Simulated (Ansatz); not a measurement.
Crystal: EuS3.

```
Eu S
1.0
    -1.95823    1.95823    5.06604
     1.95823   -1.95823    5.06604
     1.95823    1.95823   -5.06604
Eu S
1 3
Cartesian
  0.0000 0.0000 0.0000
  0.0000 0.0000 5.0660
  1.9582 0.0000 2.5330
  0.0000 1.9582 2.5330
```

The cell comes from a database or a generator and needn't be the stable form of this composition.

* Program: Ansatz 0.2.0
* Task: single point
* Functional: PBE
* Potentials or basis: Ansatz PAW
* Cutoff: 420 eV (not typed: the program's choice for these potentials)
* k mesh: 10 × 10 × 10
* Occupations: fermi-dirac, width 0.05 eV
* Spin: collinear spin, ferromagnetic start
* Starting moments: [7.0, 0.0, 0.0, 0.0] μB

On this cell: pressure 0.7 GPa; largest force under 0.003 eV/Å; net moment 6.10 μB per cell; site moments Eu +6.39; S -0.21, -0.09 μB; band gap on the k mesh none (metal or under the smearing width).

The same run follows on a disturbed copy (atoms moved at random, drawn with an rms of 0.05 Å):

```
Eu S
1.0
    -1.95823    1.95823    5.06604
     1.95823   -1.95823    5.06604
     1.95823    1.95823   -5.06604
Eu S
1 3
Direct
  0.99647 0.99666 0.99698
  0.51208 0.50310 0.01125
  0.23720 0.74469 0.48222
  0.73102 0.24398 0.48451
```

What changes?

The energy (extrapolated to zero smearing) moves by +4.1 meV/atom; pressure 0.8 GPa; largest force 0.386 eV/Å; net moment 6.10 μB per cell; site moments Eu +6.38; S -0.21, -0.09 μB; band gap on the k mesh none (metal or under the smearing width).

Forces in eV/Å, atoms in the order of the input:
```
Eu   0.059  0.260 -0.015
S   -0.071 -0.339 -0.171
S    0.036  0.035 -0.010
S   -0.024  0.043  0.196
```

Stress tensor (GPa, compression positive):
```
 0.66  0.03 -0.02
 0.03  0.44 -0.02
-0.02 -0.02  1.30
```

Caveats: spin-orbit coupling is left out, which moves the levels of the heavy elements; a cell with one magnetic atom can't hold antiferromagnetic order, which such compounds often take; without U or exact exchange the open f shell lies at the Fermi level, which spoils levels, moments and volumes.
